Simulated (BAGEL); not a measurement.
# Si2H4O2 (SMILES O1[SiH2]O[SiH2]1) at HF/STO-3G (density fitting with qzvpp-jkfit)

Aim: the energy change on altering one bond length of Si2H4O2 at HF/STO-3G (density fitting with qzvpp-jkfit), from 2 runs. 

Program for the calculation: BAGEL 1.2.2.

1 further run of the same task is left out (set aside as unsound or not needed).

### 1 The structure to begin with

The species is Si2H4O2 (8 atoms), meant as a singlet with charge 0. As SMILES, `O1[SiH2]O[SiH2]1`. Geometry: relaxed at GFN2-xTB.

Bond lengths: O1–Si2 1.671 Å, Si2–O3 1.669 Å, O1–Si4 1.669 Å, O3–Si4 1.671 Å, Si2–H5 1.444 Å, Si2–H6 1.444 Å, Si4–H7 1.444 Å, Si4–H8 1.445 Å. Some angles: O1–Si2–O3 87.8°, Si2–O1–Si4 92.1°, Si2–O3–Si4 92.2°, O1–Si4–O3 87.9°, O1–Si2–H5 110.6°, O1–Si2–H6 110.6°, O3–Si2–H5 110.8°, O3–Si2–H6 110.8°, O1–Si4–H7 110.8°, O1–Si4–H8 110.7°.

### 2 A single-point energy at HF/STO-3G (density fitting with qzvpp-jkfit)

The input, hf.json:

```json
{ "bagel": [

{
  "title": "molecule",
  "basis": "sto-3g",
  "df_basis": "qzvpp-jkfit",
  "angstrom": true,
  "geometry": [
    { "atom": "O", "xyz": [   -0.750250,    0.046050,    0.881630 ] },
    { "atom": "Si", "xyz": [    0.052810,    1.201510,   -0.020110 ] },
    { "atom": "O", "xyz": [    0.749310,   -0.046160,   -0.881770 ] },
    { "atom": "Si", "xyz": [   -0.052010,   -1.201380,    0.020520 ] },
    { "atom": "H", "xyz": [   -0.875460,    1.938150,   -0.845190 ] },
    { "atom": "H", "xyz": [    1.039170,    1.881590,    0.786440 ] },
    { "atom": "H", "xyz": [    0.876100,   -1.938640,    0.845310 ] },
    { "atom": "H", "xyz": [   -1.039660,   -1.881120,   -0.786840 ] }
  ]
},
{
  "title": "hf",
  "charge": 0
},
{
  "title": "print",
  "file": "orbitals.molden",
  "orbitals": true
}

]}
```

Command:

```bash
$ BAGEL_NUM_THREADS=1 BAGEL hf.json > hf.out
```

Output:

```text
* using 1 threads per process

  ===============================================================
  ===============================================================

  *** Geometry ***

  { "atom" : "O", "xyz" : [     -1.417767,      0.087022,      1.666039 ] },
  { "atom" : "Si", "xyz" : [      0.099796,      2.270525,     -0.038002 ] },
  { "atom" : "O", "xyz" : [      1.415991,     -0.087230,     -1.666304 ] },
  { "atom" : "Si", "xyz" : [     -0.098285,     -2.270279,      0.038777 ] },
  { "atom" : "H", "xyz" : [     -1.654380,      3.662573,     -1.597178 ] },
  { "atom" : "H", "xyz" : [      1.963747,      3.555690,      1.486156 ] },
  { "atom" : "H", "xyz" : [      1.655589,     -3.663499,      1.597404 ] },
  { "atom" : "H", "xyz" : [     -1.964673,     -3.554802,     -1.486912 ] },

  Number of auxiliary basis functions:      482

  Since a DF basis is specified, we compute 2- and 3-index integrals:
    o Being stored without compression. Storage requirement is 0.004 GB

  Number of basis functions:       32
  Number of electrons      :       48

    * METHOD: MOLECULE                             0.19

  *** RHF ***

  === Nuclear Repulsion ===
   243.1785240210

      * DIIS with orbital gradients will be used.

  === RHF iteration (sto-3g) ===
      0       -721.13045412          0.01881113           0.02
      1       -721.26427114          0.00572341           0.02
      2       -721.27470465          0.00087866           0.02
      3       -721.27523139          0.00010313           0.02
      4       -721.27523910          0.00001740           0.02
      5       -721.27523930          0.00000274           0.02
      6       -721.27523931          0.00000096           0.02
      7       -721.27523931          0.00000036           0.02
      8       -721.27523931          0.00000006           0.02
      9       -721.27523931          0.00000001           0.02
     10       -721.27523931          0.00000000           0.02
    * SCF iteration converged.

    * Permanent dipole moment:
           (   -0.003094,    -0.000391,    -0.001583) a.u.

    * METHOD: HF                                   0.34

    * METHOD: PRINT                                0.00

  ===============================================================
```

Run time: 0.67 s. Hardware: 1 thread of Arm Neoverse V1, shared host.

### 3 The distorted shape at the same level

The input, calc.json:

```json
{ "bagel" : [

{
  "title" : "molecule",
  "basis" : "sto-3g",
  "df_basis" : "qzvpp-jkfit",
  "angstrom" : "true",
  "geometry" : [
    { "atom" : "O", "xyz" : [    0.434935,    0.861741,    1.850466 ] },
    { "atom" : "Si", "xyz" : [    1.237995,    2.017201,    0.948726 ] },
    { "atom" : "O", "xyz" : [    1.934495,    0.769531,    0.087066 ] },
    { "atom" : "Si", "xyz" : [    1.133175,   -0.385689,    0.989356 ] },
    { "atom" : "H", "xyz" : [    0.309725,    2.753841,    0.123646 ] },
    { "atom" : "H", "xyz" : [    2.224355,    2.697281,    1.755276 ] },
    { "atom" : "H", "xyz" : [    2.061285,   -1.122949,    1.814146 ] },
    { "atom" : "H", "xyz" : [   -1.039660,   -1.881120,   -0.786840 ] }
  ]
},
{
  "title" : "hf",
  "charge" : 0
},
{
  "title" : "print",
  "file" : "orbitals.molden",
  "orbitals" : "true"
}

]}
```

Command:

```bash
$ BAGEL_NUM_THREADS=1 BAGEL calc.json > calc.out
```

Output:

```text
* using 1 threads per process

  ===============================================================
  ===============================================================

  *** Geometry ***

  { "atom" : "O", "xyz" : [      0.821908,      1.628454,      3.496874 ] },
  { "atom" : "Si", "xyz" : [      2.339471,      3.811957,      1.792832 ] },
  { "atom" : "O", "xyz" : [      3.655666,      1.454203,      0.164531 ] },
  { "atom" : "Si", "xyz" : [      2.141390,     -0.728847,      1.869612 ] },
  { "atom" : "H", "xyz" : [      0.585295,      5.204005,      0.233657 ] },
  { "atom" : "H", "xyz" : [      4.203422,      5.097122,      3.316991 ] },
  { "atom" : "H", "xyz" : [      3.895264,     -2.122066,      3.428239 ] },
  { "atom" : "H", "xyz" : [     -1.964673,     -3.554802,     -1.486912 ] },

  Number of auxiliary basis functions:      482

  Since a DF basis is specified, we compute 2- and 3-index integrals:
    o Being stored without compression. Storage requirement is 0.004 GB

  Number of basis functions:       32
  Number of electrons      :       48

    * METHOD: MOLECULE                             0.19

  *** RHF ***

  === Nuclear Repulsion ===
   238.3411748038

      * DIIS with orbital gradients will be used.

  === RHF iteration (sto-3g) ===
      0       -720.68660812          0.02096615           0.03
      1       -720.73122244          0.01573324           0.02
      2       -720.92211222          0.00713037           0.02
      3       -720.95998282          0.00100076           0.02
      4       -720.96065598          0.00017650           0.02
      5       -720.96068188          0.00005216           0.02
      6       -720.96068455          0.00001096           0.02
      7       -720.96068466          0.00000332           0.02
      8       -720.96068467          0.00000136           0.02
      9       -720.96068467          0.00000068           0.02
     10       -720.96068467          0.00000020           0.02
     11       -720.96068467          0.00000004           0.02
     12       -720.96068467          0.00000001           0.02
     13       -720.96068467          0.00000001           0.03
    * SCF iteration converged.

    * Permanent dipole moment:
           (   -0.587618,    -0.680768,    -0.464197) a.u.

    * METHOD: HF                                   0.41

    * METHOD: PRINT                                0.00

  ===============================================================
```

It took 0.73 s on 1 thread of Arm Neoverse V1, shared host.

### 4 Results

Level: HF/STO-3G (density fitting with qzvpp-jkfit).

```
                                                          quantity          value
                                         first shape: total energy  -721.27524 Eh
                                        first shape: dipole moment         0.01 D
                                          first shape: HOMO energy       -7.91 eV
                                          first shape: LUMO energy       10.17 eV
                                        first shape: HOMO–LUMO gap       18.08 eV
                                     distorted shape: total energy  -720.96068 Eh
                                    distorted shape: dipole moment         2.57 D
                                      distorted shape: HOMO energy       -3.98 eV
                                      distorted shape: LUMO energy        2.37 eV
                                    distorted shape: HOMO–LUMO gap        6.34 eV
energy change with the Si4–H8 bond stretched from 1.445 to 3.180 Å       8.559 eV
```

**Reading.** One bond (distorted shape) is far stretched, which a spin-restricted single reference describes badly; a broken-symmetry solution may lie lower. With the Si4–H8 bond stretched from 1.445 to 3.180 Å the energy rises by 8.56 eV (197 kcal/mol). The first shape isn't relaxed at this level, so the change isn't measured from a minimum. A restricted reference can't describe the breaking bond well at this length. The minimal basis adds a large error of its own.
